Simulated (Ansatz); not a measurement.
# GaPHS (doublet): the correlation ladder at distance P1–Ga2 = 4.096 Å, cc-pVDZ

The task here is to estimate one member of a computed series from the others.

Method: cc-pVDZ, core rule «outside noble gas», up to 24 orbitals frozen; program: Ansatz 0.2.0, Gaussian basis.

Plan: UHF; CCSD(T) on ROHF; CCSD(T) on UHF; BCCD(T) on ROHF; CISD; CCSDT(Q) on ROHF; CCSDT(Q) on UHF; CASSCF and MRCISD+Q, 3 electrons in 3 orbitals; CASSCF and NEVPT2, 3 electrons in 3 orbitals.

49 further runs of the same task are left out: 7 for a known fault of the program, 4 for a mislabelled method, 30 that didn't finish, 8 set aside as unsound or not needed.

### The geometry

The geometry derives from a PBE0/def2-TZVP stationary point (not a proven minimum). One bond is set to the value named and the two fragments are kept rigid. No spin-orbit coupling is included. The filled d shell of Ga may be among the frozen orbitals whatever the setting's name suggests; the logs give the count.

4 atoms, charge 0, spin multiplicity 2.

Atoms are counted from 1 here; the program's logs count them from 0.

Bond lengths: P1–H4 1.428 Å, Ga2–S3 2.019 Å.

The first run:

Input file in.yaml:

```yaml
crystal:
  periodic: [false, false, false]
  atoms:
    - {symbol: P, position_ang: [-0.000008, -0.431579, 2.543685]}
    - {symbol: Ga, position_ang: [0.000014, -0.287722, -1.549787]}
    - {symbol: S, position_ang: [0.000001, -0.276357, -3.568836]}
    - {symbol: H, position_ang: [-0.000007, 0.995658, 2.574938]}
basis:
  gaussian: {orbitals: cc-pVDZ}
magnetization: {spin_polarized: true, initial_magnetization: 1}
hamiltonian: {xc: hf}
output: {orbitals: {seedname: orbitals}}
```

The run is started by

```console
ansatz run in.yaml --threads 1 --pin off --events-out ev --progress --plain --max-ram 2393MiB
```

Among the steps run: UHF; CCSD(T) on ROHF; CCSD(T) on UHF; BCCD(T) on ROHF; CISD; CCSDT(Q) on ROHF; CCSDT(Q) on UHF; CASSCF and MRCISD+Q, 3 electrons in 3 orbitals; CASSCF and NEVPT2, 3 electrons in 3 orbitals.

One table of the session follows, with a row left open; its other results are not shown here.

| method | from RCCSDT(Q) (kJ/mol) |
| --- | --- |
| UHF | +800.9 |
| RMP2 | +228.6 |
| UMP2 | +147.0 |
| RCCSD | +51.8 |
| UCCSD | +39.8 |
| RCCSD(T) | +7.4 |
| UCCSD(T) | +11.1 |
| BCCD(T) | +12.2 |
| RCCSDT | +7.9 |
| UCCSDT | +5.6 |
| RCCSDT(Q) | 0 |
| UCCSDT(Q) | +2.2 |
| CASSCF pair | +823.2 |
| NEVPT2 pair | +134.0 |
| MRCISD pair | +129.7 |
| MRCISD+Q pair | ? |

Q: Estimate the row for MRCISD+Q pair from the others.

**Answer.** from RCCSDT(Q) (kJ/mol): +25.3. In the column «from RCCSDT(Q) (kJ/mol)» it lies between BCCD(T) (+12.2) and UCCSD (+39.8).

Not comparable, so not listed: CISD (they don't share determinant, frozen orbitals or solution with the rows shown, or repeat one).

Limits of these values: The determinant is far from a pure spin state, so its energy mixes those of several spin states (harmless only where they are near-degenerate, as at dissociation). The report flags that the cluster equations may have other roots. Left out of the table: ROHF (another determinant or state than the rows shown). The program flags RCCSD(T), BCCD(T), RCCSDT(Q) as in doubt, so the zero of the table is itself unsure. Warnings: spin contamination; coupled cluster took another determinant than the lowest; large T1 diagnostic. Restricted and unrestricted rows rest on different reference determinants; where their highest levels disagree by more than a few hundredths of an eV, they describe different states and don't form one ladder.
